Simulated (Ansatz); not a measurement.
**doublet CH6FNSn+: levels of theory compared**

Wanted: a comparison of 5 runs (UHF/STO-3G, UB2PLYP/def2-SVP, UPBE-QIDH/def2-SVP, UPBE/def2-SVP, UCCSD(T)/def2-SVP) of doublet CH6FNSn+. 

Program for the calculation: Ansatz 0.2.0.

112 further runs of the same task are left out: 112 set aside as unsound or not needed.

**1. The system as given**

The species is CH6FNSn+ (10 atoms), meant as a doublet with charge +1. SMILES of the parent species: `[CH3][SnH]([NH2])[F]`. Geometry: relaxed at PBE0-D4/def2-TZVP. This is one conformer, not always the lowest. That shape belongs to the parent species and isn't relaxed for this state.

Bond lengths: C1–Sn2 2.121 Å, Sn2–N3 2.000 Å, Sn2–F4 1.931 Å, C1–H5 1.090 Å, C1–H6 1.090 Å, C1–H7 1.089 Å, Sn2–H8 1.704 Å, N3–H9 1.008 Å, N3–H10 1.008 Å. Some angles: C1–Sn2–N3 111.9°, C1–Sn2–F4 103.5°, N3–Sn2–F4 105.0°, C1–Sn2–H8 120.3°, N3–Sn2–H8 111.0°, F4–Sn2–H8 103.2°, Sn2–C1–H5 108.9°, Sn2–C1–H6 110.7°, Sn2–C1–H7 109.4°, Sn2–N3–H9 117.9°.

**2. The energy at UHF/STO-3G (run 1)**

Input file in.yaml:

```yaml
basis:
  gaussian:
    orbitals: STO-3G
crystal:
  periodic: [false, false, false]
  atoms:
    - {symbol: C, position_ang: [-1.023300, 1.186900, 0.305600]}
    - {symbol: Sn, position_ang: [-0.012600, -0.424100, -0.632800]}
    - {symbol: N, position_ang: [1.522200, -1.085200, 0.465800]}
    - {symbol: F, position_ang: [-1.308600, -1.855400, -0.593400]}
    - {symbol: H, position_ang: [-1.191500, 0.935400, 1.352900]}
    - {symbol: H, position_ang: [-0.432400, 2.100700, 0.242800]}
    - {symbol: H, position_ang: [-1.985300, 1.342500, -0.181300]}
    - {symbol: H, position_ang: [0.413300, -0.329300, -2.280300]}
    - {symbol: H, position_ang: [1.719700, -0.610700, 1.333200]}
    - {symbol: H, position_ang: [2.381600, -1.312000, -0.009700]}
total_charge: 1
magnetization:
  spin_polarized: true
  initial_magnetization: 1
hamiltonian:
  xc: hf
accuracy: high
output: {orbitals: {seedname: orbitals}}
```

Command:

```
$ ansatz run in.yaml --threads 1 --pin off --max-ram 3480MiB --events-out events.jsonl --progress --plain --runs-dir runs
```

The program printed:

```text
Warning: RAYON_NUM_THREADS=1 ignored (pool sized by the plan → 1); use --threads N
Functional definition: HF
  name "HF"
  exchange = exact_x
  correlation = 0
980 factors; integrals over basis functions are off by at most 4.6e-9 eV
mean field evaluation 1: about -167503.9519 eV, gradient 1.6e1 eV
mean field evaluation 2: about -167504.0573 eV, gradient 1.6e1 eV
mean field evaluation 4: about -167507.8949 eV, gradient 2.3e0 eV
mean field evaluation 8: about -167508.0409 eV, gradient 9.3e-2 eV
mean field evaluation 16: about -167508.0319 eV, gradient 2.4e-8 eV
mean field -167508.03186027 eV, -6155.8066298430 hartree, gradient 2.4e-8 eV, S^2 0.761412; 1 other end points of the search recorded, 0 dependent functions left out
reference -167508.03186027 eV, -6155.8066298430 hartree; 39, 38 occupied and 9, 10 virtual orbitals, 980 factors
Total energy: -167508.03186027 eV, -6155.8066298430 hartree
```

Run time: 2.3 s. Hardware: 1 thread of Arm Neoverse V2, shared host; peak memory 0.18 GiB.

**3. The energy at UB2PLYP/def2-SVP (core potential) (run 2)**

in.yaml: that of step 2 with these lines changed.

```diff
@@ -1,4 +1 @@
-basis:
-  gaussian:
-    orbitals: STO-3G
 crystal:
@@ -8,3 +5,3 @@
     - {symbol: Sn, position_ang: [-0.012600, -0.424100, -0.632800]}
-    - {symbol: N, position_ang: [1.522200, -1.085200, 0.465800]}
+    - {symbol: "N", position_ang: [1.522200, -1.085200, 0.465800]}
     - {symbol: F, position_ang: [-1.308600, -1.855400, -0.593400]}
@@ -16,2 +13,5 @@
     - {symbol: H, position_ang: [2.381600, -1.312000, -0.009700]}
+basis:
+  gaussian:
+    orbitals: def2-SVP
 total_charge: 1
@@ -21,3 +21,5 @@
 hamiltonian:
-  xc: hf
+  xc: {name: B2PLYP}
+correlation:
+  frozen_orbitals: {C: 1, F: 1, H: 0, "N": 1, Sn: 4}
 accuracy: high
```

Command:

```
$ ansatz run in.yaml --threads 1 --pin off --max-ram 3480MiB --events-out events.jsonl --progress --plain --runs-dir runs
```

The program printed, cut to the lines that bear on the results:

```text
Warning: RAYON_NUM_THREADS=1 ignored (pool sized by the plan → 1); use --threads N
Functional definition: B2PLYP
  name "B2PLYP"
[...]
2384 factors; integrals over basis functions are off by at most 8.1e-9 eV
[...]
mean field -11142.37342576 eV, -409.4746708249 hartree, gradient 9.3e-8 eV, S^2 0.755774; 2 other end points of the search recorded, 0 dependent functions left out
7 core orbitals not correlated: weight in the atoms' cores, before any rotation towards them, 1.000 or more for the frozen orbitals, at most 0.000 for the correlated occupied ones
reference -11142.37345249 eV, -409.4746718070 hartree; 18, 17 occupied and 73, 74 virtual orbitals, 2384 factors
second order -19.34799848 eV of doubles, -0.00000000 eV of singles
Total energy: -11147.59741208 eV, -409.6666487810 hartree
```

Run time: 27 s. Hardware: 1 thread of Arm Neoverse V2, shared host; peak memory 0.67 GiB.

**4. A single-point energy at UPBE-QIDH/def2-SVP (core potential) (run 3)**

Input file input.yaml:

```yaml
crystal:
  periodic: [false, false, false]
  atoms:
    - {symbol: C, position_ang: [-1.023300, 1.186900, 0.305600]}
    - {symbol: Sn, position_ang: [-0.012600, -0.424100, -0.632800]}
    - {symbol: "N", position_ang: [1.522200, -1.085200, 0.465800]}
    - {symbol: F, position_ang: [-1.308600, -1.855400, -0.593400]}
    - {symbol: H, position_ang: [-1.191500, 0.935400, 1.352900]}
    - {symbol: H, position_ang: [-0.432400, 2.100700, 0.242800]}
    - {symbol: H, position_ang: [-1.985300, 1.342500, -0.181300]}
    - {symbol: H, position_ang: [0.413300, -0.329300, -2.280300]}
    - {symbol: H, position_ang: [1.719700, -0.610700, 1.333200]}
    - {symbol: H, position_ang: [2.381600, -1.312000, -0.009700]}
basis:
  gaussian:
    orbitals: def2-SVP
total_charge: 1
magnetization:
  spin_polarized: true
  initial_magnetization: 1
hamiltonian:
  xc: {name: PBE-QIDH}
correlation:
  frozen_orbitals: {C: 1, F: 1, H: 0, "N": 1, Sn: 4}
accuracy: high
output: {orbitals: {seedname: orbitals}}
```

Command:

```
$ ansatz run input.yaml --threads 1 --pin off --max-ram 3480MiB --events-out events.jsonl --progress --plain --runs-dir runs
```

The program printed, cut to the lines that bear on the results:

```text
Warning: RAYON_NUM_THREADS=1 ignored (pool sized by the plan → 1); use --threads N
Functional definition: PBE-QIDH
  name "PBE-QIDH"
[...]
2384 factors; integrals over basis functions are off by at most 8.1e-9 eV
[...]
mean field -11139.08750158 eV, -409.3539153385 hartree, gradient 7.4e-8 eV, S^2 0.756330; 2 other end points of the search recorded, 0 dependent functions left out
7 core orbitals not correlated: weight in the atoms' cores, before any rotation towards them, 1.000 or more for the frozen orbitals, at most 0.000 for the correlated occupied ones
reference -11139.08750280 eV, -409.3539153834 hartree; 18, 17 occupied and 73, 74 virtual orbitals, 2384 factors
second order -17.82709076 eV of doubles, -0.00000000 eV of singles
Total energy: -11145.02986639 eV, -409.5722932173 hartree
```

Run time: 28 s. Hardware: 1 thread of Arm Neoverse V2, shared host; peak memory 0.55 GiB.

Run 4 isn't shown in full; the table further down has it.

**5. The energy at UCCSD(T)/def2-SVP (core potential) (run 5)**

Input file run.yaml:

```yaml
crystal:
  periodic: [false, false, false]
  atoms:
    - {symbol: C, position_ang: [-1.023300, 1.186900, 0.305600]}
    - {symbol: Sn, position_ang: [-0.012600, -0.424100, -0.632800]}
    - {symbol: "N", position_ang: [1.522200, -1.085200, 0.465800]}
    - {symbol: F, position_ang: [-1.308600, -1.855400, -0.593400]}
    - {symbol: H, position_ang: [-1.191500, 0.935400, 1.352900]}
    - {symbol: H, position_ang: [-0.432400, 2.100700, 0.242800]}
    - {symbol: H, position_ang: [-1.985300, 1.342500, -0.181300]}
    - {symbol: H, position_ang: [0.413300, -0.329300, -2.280300]}
    - {symbol: H, position_ang: [1.719700, -0.610700, 1.333200]}
    - {symbol: H, position_ang: [2.381600, -1.312000, -0.009700]}
basis:
  gaussian:
    orbitals: def2-SVP
total_charge: 1
magnetization:
  spin_polarized: true
  initial_magnetization: 1
correlation:
  method: ccsd_t
  frozen_orbitals: {C: 1, F: 1, H: 0, "N": 1, Sn: 4}
accuracy: high
scf:
  omitted_lower_state_checks: [cluster_reference, increment]
```

Command:

```
$ ansatz run run.yaml --threads 1 --pin off --max-ram 3480MiB --events-out events.jsonl --progress --plain --runs-dir runs
```

The program printed:

```text
Warning: RAYON_NUM_THREADS=1 ignored (pool sized by the plan → 1); use --threads N
[... 14 lines left out ...]
7 core orbitals not correlated: weight in the atoms' cores, before any rotation towards them, 1.000 or more for the frozen orbitals, at most 0.000 for the correlated occupied ones
[... 37 lines left out ...]
Total energy: -11123.82982219 eV, -408.7932059629 hartree
Checks for a lower state left out: cluster_reference, increment
```

Wall time 4.7 min (1 thread of Arm Neoverse V2, shared host); peak memory 1.8 GiB.

**6. Overview of the runs**

```
run                                level  core potential  frozen core orbitals   energy (Eh)  HOMO energy (eV)  LUMO energy (eV)   ⟨S²⟩  wall time
  1                           UHF/STO-3G            none                     –  -6155.806630            -14.39             -3.03  0.761      2.3 s
  2    UB2PLYP/def2-SVP (core potential)        def2-SVP                     7   -409.666649            -14.81             -9.86  0.756       27 s
  3  UPBE-QIDH/def2-SVP (core potential)        def2-SVP                     7   -409.572293            -15.73             -8.85  0.756       28 s
  4       UPBE/def2-SVP (core potential)        def2-SVP                     –   -409.902143            -12.67            -12.57  0.754       24 s
  5   UCCSD(T)/def2-SVP (core potential)        def2-SVP                     7   -408.793206                 –                 –  0.759    4.7 min
```

**7. Summary of results**

```
                                          quantity          value
                               run 5: total energy  -408.79321 Eh
run 5: correlation energy (7 core orbitals frozen)     -638.3 mEh
                             run 5: (T) correction     -14.38 mEh
          run 5: ⟨S²⟩ of the reference determinant          0.759
                              run 5: T1 diagnostic          0.015
```

Totals of different functionals can't be ranked against each other. Some runs of one species differ in core potentials or relativity; totals across that change don't compare. In run 1 the basis is minimal, so the values are rough. In run 1 relativity is left out where basis or elements ask for it. All runs together took 6.1 min, the longest 4.7 min.
